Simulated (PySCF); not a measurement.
# C5H6F2: the cost of one run

The runs use PySCF 2.14.0, with density-fitted response routines of our own; the level of theory stands in each step. All values are computed, except where a source is named. Atoms are numbered from 0 throughout.

## Step 1: The molecule as given

13 atoms, charge 0, multiplicity 1; geometry from: GFN2-xTB. The atoms were then displaced at random by about 0.01 Å, so the start is not that level's minimum.

Bonds of the start (Å): C0–C1 1.54, C1–F2 1.39, C1–C3 1.53, C3–C4 1.52, C4–C5 1.33, C5–F6 1.33, C5–C1 1.52, C0–H7 1.06, C0–H8 1.10, C0–H9 1.09, C3–H10 1.10, C3–H11 1.09, C4–H12 1.10.

## Step 2: Geometry optimisation at PBE0-D3(BJ)/def2-SVP

What the job is given:

```
{"job": {"xc": "PBE0", "basis": "def2-SVP", "d3": "d3bj", "grid": 1, "shake": 0.01, "kind": "geom"}, "charge": 0, "multiplicity": 1}
C      1.627390    -0.195130     0.138470
C      0.248590     0.083980    -0.499630
F      0.394140     0.215380    -1.872770
C     -0.880370    -0.872000    -0.128470
C     -1.593040     0.325370     0.474010
C     -0.616290     1.159600     0.126110
F     -0.380540     2.456890     0.289060
H      2.049690    -1.075150    -0.283340
H      1.498470    -0.266380     1.229820
H      2.272240     0.658880    -0.072600
H     -1.426590    -1.294030    -0.985350
H     -0.641200    -1.668390     0.575000
H     -2.546680     0.454110     0.999360
```

The run is started by

```bash
> OMP_NUM_THREADS=1 python probes_run.py task.json out
```

The driver reads the jobs from task.json and runs them one after another.

Q: Estimate the wall time and peak memory of this first job on 1 thread of Arm Neoverse V1, shared host.

About 53 s, with a peak of 0.51 GiB.
